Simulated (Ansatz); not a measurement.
**5 CO + 5 SiH4 in a periodic box: molecular dynamics**

The plan is to see how the packed molecules move, order and perhaps react. The start is relaxed first. Runs: 300 steps of 0.5 fs under a Langevin thermostat at 300 K; 400 steps of 0.5 fs under a Langevin thermostat and barostat at 300 K and 5 GPa. The molecules were packed at random to 0.512 g/cm³.

Method: DFT LDA, plane waves, PAW, scalar-relativistic, no spin polarisation, in Ansatz 0.2.0.

## Step 1: The system as given

The cell holds 35 atoms (C5H20O5Si5): a = 9.916 Å, b = 9.916 Å, c = 9.916 Å, α = 90.00°, β = 90.00°, γ = 90.00°.

The coordinates stand in the first input below.

## Step 2: Preparing the start

Input file input.yaml:

```yaml
crystal:
  lattice:
    - [9.915962, 0.0, 0.0]
    - [0.0, 9.915962, 0.0]
    - [0.0, 0.0, 9.915962]
  atoms:
    - { symbol: O, position: [0.1866181, 0.3643296, 0.4149194] }
    - { symbol: C, position: [0.1631989, 0.3851263, 0.3032185] }
    - { symbol: O, position: [0.8750591, 0.405522, 1.0301266] }
    - { symbol: C, position: [0.9383669, 0.3314636, 0.967154] }
    - { symbol: O, position: [0.6454444, 0.5474383, 0.3078631] }
    - { symbol: C, position: [0.6905721, 0.6153162, 0.3904109] }
    - { symbol: O, position: [0.6343602, 0.131081, 0.5400188] }
    - { symbol: C, position: [0.7475902, 0.1434838, 0.5620009] }
    - { symbol: O, position: [0.3175591, 0.9779583, 0.9477773] }
    - { symbol: C, position: [0.3184922, 0.8706343, 0.9037461] }
    - { symbol: Si, position: [0.218193, 0.5669952, 0.8841215] }
    - { symbol: H, position: [0.2803176, 0.6629259, 0.980564] }
    - { symbol: H, position: [0.1407445, 0.4636476, 0.9595159] }
    - { symbol: H, position: [0.1262492, 0.6410841, 0.7923584] }
    - { symbol: H, position: [0.3254606, 0.5003232, 0.8040478] }
    - { symbol: Si, position: [0.9970058, 0.0309704, 0.2747001] }
    - { symbol: H, position: [0.9819104, -0.0788204, 0.1742939] }
    - { symbol: H, position: [0.8835951, 0.127411, 0.2605389] }
    - { symbol: H, position: [0.9961782, -0.0270608, 0.4125225] }
    - { symbol: H, position: [1.1263395, 0.1023518, 0.2514452] }
    - { symbol: Si, position: [0.8030855, 0.818865, 0.6468868] }
    - { symbol: H, position: [0.699487, 0.879942, 0.7357702] }
    - { symbol: H, position: [0.8261468, 0.6768059, 0.6875156] }
    - { symbol: H, position: [0.7558608, 0.8231102, 0.505059] }
    - { symbol: H, position: [0.9308473, 0.8956018, 0.6592023] }
    - { symbol: Si, position: [0.6195359, 0.2241971, 0.0150297] }
    - { symbol: H, position: [0.6099697, 0.3482031, 0.0980617] }
    - { symbol: H, position: [0.5357042, 0.1165849, 0.0763093] }
    - { symbol: H, position: [0.5704828, 0.2529156, -0.12329] }
    - { symbol: H, position: [0.7619868, 0.1790847, 0.0090379] }
    - { symbol: Si, position: [0.1717474, 0.1395062, 0.7471563] }
    - { symbol: H, position: [0.1993265, -0.0067206, 0.7323091] }
    - { symbol: H, position: [0.0525424, 0.1590512, 0.8353122] }
    - { symbol: H, position: [0.2905318, 0.2066773, 0.8083252] }
    - { symbol: H, position: [0.144589, 0.1990168, 0.6126788] }
basis:
  ecutwfc: 420.0
kpoints:
  mp_grid: { grid: [1, 1, 1] }
hamiltonian:
  xc: lda
scf:
  occupations: { method: fermi_dirac, width: 0.05 }
  lower_state_search: "off"
relax:
  f_tol: 0.3
  max_steps: 15
  adjacent_minimum: "off"
output:
  write_density: true
  write_potential: true
  elf: true
  volumetric_format: npy
```

On the command line:

```bash
$ ansatz run input.yaml --threads 1 --pin off --max-ram 3072MiB --backend cpu --events-out ev --progress --plain --runs-dir out
```

Standard output (excerpt; [...] marks lines left out):

```text
Warning: RAYON_NUM_THREADS=1 ignored (pool sized by the plan → 1); use --threads N
[...]
Pseudopotentials: kind: paw
Pseudopotential: O, paw, valence charge 6, recommended cutoff 420 eV (normal), O.paw.azcp
Pseudopotential: C, paw, valence charge 4, recommended cutoff 420 eV (normal), C.paw.azcp
Pseudopotential: Si, paw, valence charge 4, recommended cutoff 420 eV (normal), Si.paw.azcp
Pseudopotential: H, paw, valence charge 1, recommended cutoff 420 eV (normal), H.paw.azcp
Functional definition: SPW92
[...]
Crystal: 35 atoms, lattice volume = 975.000 Å³
Basis set: ecut = 420 eV, 19093 PW (Γ)
Bands: 80, of which v1, the nominal top of the filled ones, is band 45 counted from 1 (44 counted from 0)
Symmetry: 1 space group operations
[...]
relax step   5: F+E_penalty+E_count = -7330.98759903 eV  Δ(F+E_penalty+E_count) = -6.987e-2 eV  max|allowed force component| = 2.290e0 eV/Å  Δτ_max = 0.0975 Å  (10 SCF iters, accepted)
[...]
relax step   7: F+E_penalty+E_count = -7331.11811888 eV  Δ(F+E_penalty+E_count) = -5.752e-2 eV  max|allowed force component| = 6.398e-1 eV/Å  Δτ_max = 0.1500 Å  (6 SCF iters, dr2 threshold 1.00e-4 eV, accepted)
[...]
relax step   9: F+E_penalty+E_count = -7331.19844891 eV  Δ(F+E_penalty+E_count) = -2.998e-2 eV  max|allowed force component| = 4.978e-1 eV/Å  Δτ_max = 0.1947 Å  (9 SCF iters, accepted)
[...]
relax step  10: F+E_penalty+E_count = -7331.20717295 eV  Δ(F+E_penalty+E_count) = -8.724e-3 eV  max|allowed force component| = 1.219e0 eV/Å  Δτ_max = 0.1985 Å  (6 SCF iters, dr2 threshold 1.00e-4 eV, accepted)
[...]
```

## Step 3: More of the same log: start relaxed

Output, continued:

```text
relax step  11: F+E_penalty+E_count = -7331.01428980 eV  Δ(F+E_penalty+E_count) = +1.929e-1 eV  max|allowed force component| = 4.835e0 eV/Å  Δτ_max = 0.1955 Å  (7 SCF iters, dr2 threshold 1.00e-4 eV, rejected (line search))
preconditioner: auto → Resta (q_TF=auto, 1.834 Å⁻¹)  ε∞=2.1  [insulator: Δε(μ)=5.317 eV  Ē_g=10.287 eV  σ=0.050 eV  W_gap=1.00  n_scr=92 (ndim 8)  ℏωp=10.6 eV  f_vac=0.419  D(μ)=0.00/eV (n_scr^D=0)  ε∞_Penn≈2.1  vacuum switching on, ρ_ref=7.7e-3 e/Å³]
relax step  12: F+E_penalty+E_count = -7331.23175311 eV  Δ(F+E_penalty+E_count) = -2.458e-2 eV  max|allowed force component| = 7.134e-1 eV/Å  Δτ_max = 0.0978 Å  (9 SCF iters, accepted)
preconditioner: auto → Resta (q_TF=auto, 1.834 Å⁻¹)  ε∞=2.1  [insulator: Δε(μ)=5.278 eV  Ē_g=10.279 eV  σ=0.050 eV  W_gap=1.00  n_scr=92 (ndim 8)  ℏωp=10.6 eV  f_vac=0.419  D(μ)=0.00/eV (n_scr^D=0)  ε∞_Penn≈2.1  vacuum switching on, ρ_ref=7.7e-3 e/Å³]
relax step  13: F+E_penalty+E_count = -7331.23602144 eV  Δ(F+E_penalty+E_count) = -4.268e-3 eV  max|allowed force component| = 8.787e-1 eV/Å  Δτ_max = 0.0976 Å  (6 SCF iters, dr2 threshold 1.00e-4 eV, accepted)
preconditioner: auto → Resta (q_TF=auto, 1.834 Å⁻¹)  ε∞=2.1  [insulator: Δε(μ)=5.293 eV  Ē_g=10.313 eV  σ=0.050 eV  W_gap=1.00  n_scr=92 (ndim 8)  ℏωp=10.6 eV  f_vac=0.420  D(μ)=0.00/eV (n_scr^D=0)  ε∞_Penn≈2.1  vacuum switching on, ρ_ref=7.7e-3 e/Å³]
relax step  14: F+E_penalty+E_count = -7331.27147671 eV  Δ(F+E_penalty+E_count) = -3.546e-2 eV  max|allowed force component| = 2.415e-1 eV/Å  Δτ_max = 0.1500 Å  (6 SCF iters, dr2 threshold 1.00e-4 eV, accepted)
preconditioner: auto → Resta (q_TF=auto, 1.834 Å⁻¹)  ε∞=2.1  [insulator: Δε(μ)=5.287 eV  Ē_g=10.307 eV  σ=0.050 eV  W_gap=1.00  n_scr=92 (ndim 8)  ℏωp=10.6 eV  f_vac=0.420  D(μ)=0.00/eV (n_scr^D=0)  ε∞_Penn≈2.1  vacuum switching on, ρ_ref=7.7e-3 e/Å³]
relax step  15: F+E_penalty+E_count = -7331.27148291 eV  Δ(F+E_penalty+E_count) = -6.203e-6 eV  max|allowed force component| = 2.418e-1 eV/Å  Δτ_max = 0.0000 Å  (4 SCF iters, accepted)
NSCF: frozen V_eff on 1 k-points
the band table was solved once a step of the walk had ended and its energy, with any forces and stress, was formed, with the checks that follow a solve (540 applications of the Hamiltonian). They found nothing against the state; the energy, forces and stress were not computed again (output.eigenvalues in the input reference)
WARN: The output density's exchange-correlation potential varies sharply where the density is thin. Do not read a vacuum level from v_tot or v_xc, or from such a field of the output density. On a cell that repeats whose density bears no net charge and no dipole along the vacuum's axis use v_es (v_loc + v_h of the components); under efield.dipole_correction with no amplitude use v_es + v_field, which holds any external_charges[].barrier, or the levels of the report's work_function block, which leave it out; under a non-zero efield.amplitude the vacuum is tilted and has no level; on a cell that repeats and bears such a dipole with no correction it is tilted too, and efield.dipole_correction with no amplitude gives each side of its ramp a level where efield: is served; in a cell that repeats whose density bears a net charge (total_charge, or a fill off its count) it is curved and has none; of a slab under crystal.periodic whose density bears no net charge use v_es, which has a level on each side, short of where the two are joined; of another it falls or rises all the way out and has none; of a slab beside external_charges read slab_vacuum_level instead, which it has where they leave it neutral. The grid or the basis barely resolves most such structure, and the values can differ between equally converged runs; as a rule a tighter scf.convergence.dr2_threshold does not remove it. Where the density itself ripples (under the LDA too) a higher basis.ecutwfc lessens it. The files hold the spikes' plane waves up to the density's cutoff. Files: v_tot_of_output_density and the like, and their columns of v_z.tsv (output.write_potential); v_xc_of_output_density and the like, and their columns of v_comp_z.tsv (output.write_potential_components). Measured: with its Gaussian average of σ = 0.25 Å subtracted twice, the exchange-correlation potential is over 0.1 eV at 36 of the grid points where the equally averaged density (valence and model cores) is under 1e-3 e/Å³, and 0.292 eV at the most among them, at an averaged density of 5.9e-5 e/Å³. The input density's (outcome.potential() and, of a run that writes arrays, v_tot and v_xc) is over 0.1 eV, so measured, at 36 points of its own thin density, 0.293 eV at the most. See output.write_potential in the manual, Limitations
Free energy (F): -7331.271483 eV
Harris-Foulkes:  -7331.271483 eV  (|F-HF|=2.03e-8)
Internal energy: -7331.271483 eV  (E = F + TS)
E sigma→0 (E₀):  -7331.271483 eV
Fermi energy:    -2.777746 eV
--- Per-component energies (eV) ---
  E_band       = -934.853892
  E_kinetic    = 1720.233314
  E_local      = -6885.321609  (includes V_loc(G=0)·N_el)
  E_nonlocal   = 571.454801
  E_hartree    = 2540.214701
  E_xc         = -1011.643796
  E_vxc        = -1176.274447  (∫ρ·V_xc dr)
  E_paw        = -3632.953686  (= ΣΔE_a)
  E_vpaw       = -245.368194  (= ΣTr[D̂ρ^β])
  E_aug_tail   = -0.011150  (compensation charges beyond the density's cutoff)
  E_ewald      = -634.464482
  E_core_change = 1.220424  (= ΣΔE_core)
  E_smearing   = -0.000000  (= −TS)
  E_closure    = -0.000000  (closes the sum)
  Σ components = -7331.271483   (vs F -7331.271483, Δ=0.00e0)
--- Forces (eV/Å), atoms counted from 1 ---
  atom   1  O     -0.01916077    -0.03353334    -0.24177034
  atom   2  C      0.03422720     0.05257538     0.23978934
  atom   3  O      0.06615812    -0.13724559    -0.03466626
  atom   4  C     -0.07441532     0.11814720     0.04118879
  atom   5  O      0.06604078     0.03734843     0.08373333
  atom   6  C     -0.04795128    -0.04596900    -0.08663327
  atom   7  O      0.09726821    -0.02958379     0.03794641
  atom   8  C     -0.08195676     0.04085398    -0.02484466
  atom   9  O      0.00758029    -0.13662991    -0.13395372
  atom  10  C     -0.01908433     0.12692860     0.13293663
  atom  11  Si     0.02458469    -0.00608646     0.00524050
  atom  12  H     -0.01958753    -0.02609148    -0.01915589
  atom  13  H      0.00875096     0.01172455    -0.02008219
  atom  14  H     -0.00505990    -0.01550878     0.00678690
  atom  15  H     -0.02919182     0.02490261     0.02489419
  atom  16  Si    -0.01073547    -0.00345450    -0.01100303
  atom  17  H     -0.00029315     0.03133182     0.01178479
[...]
  atom  18  H      0.00441887    -0.00733290     0.01666135
  atom  19  H      0.00118999     0.00307675    -0.01897977
  atom  20  H     -0.01144393    -0.00127935     0.00567990
  atom  21  Si     0.00183612     0.00402609     0.00151861
  atom  22  H      0.00784848     0.00032462    -0.00096862
  atom  23  H      0.00316267     0.00453677     0.00046197
  atom  24  H     -0.00066734    -0.00046670     0.00278180
  atom  25  H      0.00231335    -0.00296008     0.00090523
  atom  26  Si     0.00986881    -0.00127240    -0.00188122
  atom  27  H     -0.00297341    -0.00018698     0.00045634
  atom  28  H      0.00248926    -0.00341683    -0.00254746
  atom  29  H     -0.00027905    -0.00371437    -0.00295788
  atom  30  H     -0.00825414    -0.00210579    -0.00600587
  atom  31  Si    -0.00276513     0.00286720    -0.00295640
  atom  32  H      0.00170215     0.00398521     0.00210322
  atom  33  H      0.00984929    -0.00201462    -0.00084100
  atom  34  H     -0.01288804    -0.00402777    -0.01536185
  atom  35  H     -0.00238744     0.00037075     0.00972182
  max |Σ_I F_I| component: 1.94e-4 eV/Å
--- Band table (eV) ---
  k-point 0: bands = ["-26.8505", "-26.8431", "-26.7872", "-26.7712", "-26.6813", "-11.7901", "-11.7551", "-11.7201", "-11.7157", "-11.6463", "-11.2370", "-11.0894", "-11.0611", "-10.9856", "-10.9033", "-9.7112", "-9.7011", "-9.6802", "-9.6727", "-9.6377", "-9.6332", "-9.6090", "-9.6031", "-9.4990", "-9.4915", "-7.3162", "-7.1298", "-6.9523", "-6.7320", "-6.7182", "-6.4142", "-6.1733", "-6.1341", "-6.0879", "-6.0432", "-6.0248", "-5.9802", "-5.9318", "-5.9125", "-5.8308", "-5.7365", "-5.7304", "-5.6106", "-5.4622", "-5.4305", "-0.1434", "0.0227", "0.0312", "0.1086", "0.1346", "0.1558", "0.1735", "0.2020", "0.2637", "0.5403", "1.1307", "1.5207", "1.7146", "1.8461", "1.9018", "1.9866", "2.0753", "2.2299", "2.2751", "2.4032", "2.5264", "2.6211", "2.6483", "2.7738", "2.7937", "2.8895", "3.0624", "3.2370", "3.2943", "3.4933", "3.5377", "3.7031", "3.7582", "3.9029", "4.0044"]
--- Relaxed structure (15 steps of the walk, 13 accepted, 0 SCFs on fresh bases) ---
  F+E_penalty+E_count = -7331.27148291 eV   max|allowed force component| = 2.418e-1 eV/Å
  atoms:
    - { symbol: O, position: [0.1955399205100386, 0.40571416470459, 0.3837468004065158] }
    - { symbol: C, position: [0.18509439840201955, 0.3867617593739653, 0.2719957889816737] }
    - { symbol: O, position: [0.8940258961776388, 0.42176374172244185, 1.0937431701239702] }
    - { symbol: C, position: [0.9458862099089738, 0.3236184754882785, 1.0681016183388807] }
    - { symbol: O, position: [0.6431763980940393, 0.5190887184121027, 0.29143384074646833] }
    - { symbol: C, position: [0.7107132904695641, 0.5558350479748249, 0.37510448997906387] }
    - { symbol: O, position: [0.6566128780328261, 0.1693335618042175, 0.5328456200182011] }
    - { symbol: C, position: [0.7559962650135659, 0.1261799760409759, 0.5673566514900267] }
    - { symbol: O, position: [0.3103720907823975, 0.9308158053662076, 0.9639047392636143] }
    - { symbol: C, position: [0.3143355049515629, 0.8512175167584384, 0.8826337428007579] }
    - { symbol: Si, position: [0.22081023788945056, 0.5368973471476491, 0.8962236035899116] }
    - { symbol: H, position: [0.26369610002480975, 0.6119809798202226, 1.0199460908253815] }
    - { symbol: H, position: [0.15435455364126077, 0.40767501611438756, 0.9378743347189757] }
    - { symbol: H, position: [0.12309726966849116, 0.6210734923164574, 0.8182112757008652] }
    - { symbol: H, position: [0.34153749207191525, 0.505761153165513, 0.8114834350121636] }
    - { symbol: Si, position: [0.980587294634277, 0.06609551551831591, 0.2832876771460244] }
    - { symbol: H, position: [0.9622355161826044, -0.03687471086709346, 0.17481741180985857] }
    - { symbol: H, position: [0.8629618879512229, 0.16075353454742955, 0.2820369002260343] }
    - { symbol: H, position: [0.9878416040050951, -0.001471366487718485, 0.4180169997211553] }
    - { symbol: H, position: [1.1069589237816901, 0.1443797460439772, 0.25843142232914934] }
    - { symbol: Si, position: [0.8383114657157438, 0.8409446219767652, 0.653300761078313] }
    - { symbol: H, position: [0.7351776461112293, 0.9001707658167063, 0.7460182413731807] }
    - { symbol: H, position: [0.8612138496863099, 0.6965540409590407, 0.6905525017126547] }
    - { symbol: H, position: [0.788017270889917, 0.8481009446232238, 0.5114010083159249] }
    - { symbol: H, position: [0.9674172436264148, 0.9176579884148797, 0.6651914558766002] }
    - { symbol: Si, position: [0.5984067879076379, 0.20087828200814561, 0.007989194238715084] }
    - { symbol: H, position: [0.5966934656031945, 0.3258709556296055, 0.09203942980312407] }
    - { symbol: H, position: [0.5114662259839181, 0.09552284399668372, 0.07115200107369536] }
    - { symbol: H, position: [0.5465822097416089, 0.23209360911306526, -0.1300922009871695] }
    - { symbol: H, position: [0.7405197090188648, 0.15084088323648112, -0.0012942800010026319] }
    - { symbol: Si, position: [0.15268592570838094, 0.15219827757873755, 0.7139405323320124] }
    - { symbol: H, position: [0.19061070879216968, 0.008039084646378808, 0.6908768135778812] }
    - { symbol: H, position: [0.04055223911090888, 0.1594939423785721, 0.8143821142648975] }
    - { symbol: H, position: [0.2728141283633354, 0.22677303609086602, 0.7668626587356501] }
    - { symbol: H, position: [0.10879639154692593, 0.213283848565667, 0.5831920553768328] }
```

Wall time 45 s (1 thread of Intel Xeon 6975P-C (Granite Rapids), shared host); peak memory 0.65 GiB.

Step by step:

```csv
step,energy from step 1 (eV/cell),largest force component (eV/Å)
1,0.0000,2.6613
2,-0.3339,3.8452
3,-0.5043,2.8903
4x,-0.4409,4.3599
5,-0.5742,2.2902
6,-0.6472,1.1776
7,-0.7047,0.6398
8,-0.7551,0.4075
9,-0.7850,0.4978
10,-0.7938,1.2192
11x,-0.6009,4.8352
12,-0.8183,0.7134
13,-0.8226,0.8787
14,-0.8581,0.2415
15,-0.8581,0.2418
```

Step 1 is the start. Step 15 solves the same geometry again. 2 steps were tried and not accepted (marked x).

Largest move: C4, 1.01 Å.

## Step 4: Run 1

300 steps of 0.5 fs under a Langevin thermostat at 300 K, from the relaxed start.

Input file input.yaml:

```yaml
crystal:
  lattice:
    - [9.915962, 0.0, 0.0]
    - [0.0, 9.915962, 0.0]
    - [0.0, 0.0, 9.915962]
  atoms:
    - { symbol: O, position: [0.19553992, 0.40571416, 0.3837468] }
    - { symbol: C, position: [0.1850944, 0.38676176, 0.27199579] }
    - { symbol: O, position: [0.8940259, 0.42176374, 1.09374317] }
    - { symbol: C, position: [0.94588621, 0.32361848, 1.06810162] }
    - { symbol: O, position: [0.6431764, 0.51908872, 0.29143384] }
    - { symbol: C, position: [0.71071329, 0.55583505, 0.37510449] }
    - { symbol: O, position: [0.65661288, 0.16933356, 0.53284562] }
    - { symbol: C, position: [0.75599627, 0.12617998, 0.56735665] }
    - { symbol: O, position: [0.31037209, 0.93081581, 0.96390474] }
    - { symbol: C, position: [0.3143355, 0.85121752, 0.88263374] }
    - { symbol: Si, position: [0.22081024, 0.53689735, 0.8962236] }
    - { symbol: H, position: [0.2636961, 0.61198098, 1.01994609] }
    - { symbol: H, position: [0.15435455, 0.40767502, 0.93787433] }
    - { symbol: H, position: [0.12309727, 0.62107349, 0.81821128] }
    - { symbol: H, position: [0.34153749, 0.50576115, 0.81148344] }
    - { symbol: Si, position: [0.98058729, 0.06609552, 0.28328768] }
    - { symbol: H, position: [0.96223552, -0.03687471, 0.17481741] }
    - { symbol: H, position: [0.86296189, 0.16075353, 0.2820369] }
    - { symbol: H, position: [0.9878416, -0.00147137, 0.418017] }
    - { symbol: H, position: [1.10695892, 0.14437975, 0.25843142] }
    - { symbol: Si, position: [0.83831147, 0.84094462, 0.65330076] }
    - { symbol: H, position: [0.73517765, 0.90017077, 0.74601824] }
    - { symbol: H, position: [0.86121385, 0.69655404, 0.6905525] }
    - { symbol: H, position: [0.78801727, 0.84810094, 0.51140101] }
    - { symbol: H, position: [0.96741724, 0.91765799, 0.66519146] }
    - { symbol: Si, position: [0.59840679, 0.20087828, 0.00798919] }
    - { symbol: H, position: [0.59669347, 0.32587096, 0.09203943] }
    - { symbol: H, position: [0.51146623, 0.09552284, 0.071152] }
    - { symbol: H, position: [0.54658221, 0.23209361, -0.1300922] }
    - { symbol: H, position: [0.74051971, 0.15084088, -0.00129428] }
    - { symbol: Si, position: [0.15268593, 0.15219828, 0.71394053] }
    - { symbol: H, position: [0.19061071, 0.00803908, 0.69087681] }
    - { symbol: H, position: [0.04055224, 0.15949394, 0.81438211] }
    - { symbol: H, position: [0.27281413, 0.22677304, 0.76686266] }
    - { symbol: H, position: [0.10879639, 0.21328385, 0.58319206] }
basis:
  ecutwfc: 420.0
kpoints:
  mp_grid: { grid: [1, 1, 1] }
hamiltonian:
  xc: lda
scf:
  occupations: { method: fermi_dirac, width: 0.05 }
  lower_state_search: "off"
md:
  timestep: 0.5
  n_steps: 300
  ensemble: nvt_langevin
  temperature: 300.0
  initial_velocities: maxwell_boltzmann
  seed: 759276
  friction: 0.02
```

On the command line:

```bash
$ ansatz run input.yaml --threads 1 --pin off --max-ram 3072MiB --backend cpu --events-out ev --progress --plain --runs-dir out
```

Standard output (excerpt; [...] marks lines left out):

```text
Warning: md: disabling space-group detection — thermal motion breaks the input geometry's symmetry, so no spatial operation reduces the k-mesh or symmetrises the density; time reversal is kept, so that k and −k are solved as one point where they differ and the mesh holds both, and exact [...]
Warning: RAYON_NUM_THREADS=1 ignored (pool sized by the plan → 1); use --threads N
[...]
[... 3 set-up lines as earlier in the session ...]
[...]
[... 1 set-up line as earlier in the session ...]
[...]
Crystal: 35 atoms, lattice volume = 975.000 Å³
Basis set: ecut = 420 eV, 19093 PW (Γ)
Bands: 80, of which v1, the nominal top of the filled ones, is band 45 counted from 1 (44 counted from 0)
[... 1 set-up line as earlier in the session ...]
k-points: 1
[...]
SCF iter   1: F=—  HF=-7331.369237 eV  |F-HF|=—  |Δ(HF+E_count)|=         —  Δρ=7.59e-3  dr2=4.31e-1  ethr=1.77e-3  ⟨swp⟩=7.0  Hψ=429  notcnv=0  defer=18
[...]
md step     0: t =     0.00 fs  T =   291.4 K  F+E_penalty+E_count = -7331.27148293 eV  E_kin = 1.318452 eV  (10 SCF iters)
[...]
md step     1: t =     0.50 fs  T =   290.1 K  F+E_penalty+E_count = -7331.25345186 eV  E_kin = 1.312304 eV  (8 SCF iters)
[...]
```

(Part 1 of 3 ends here.)
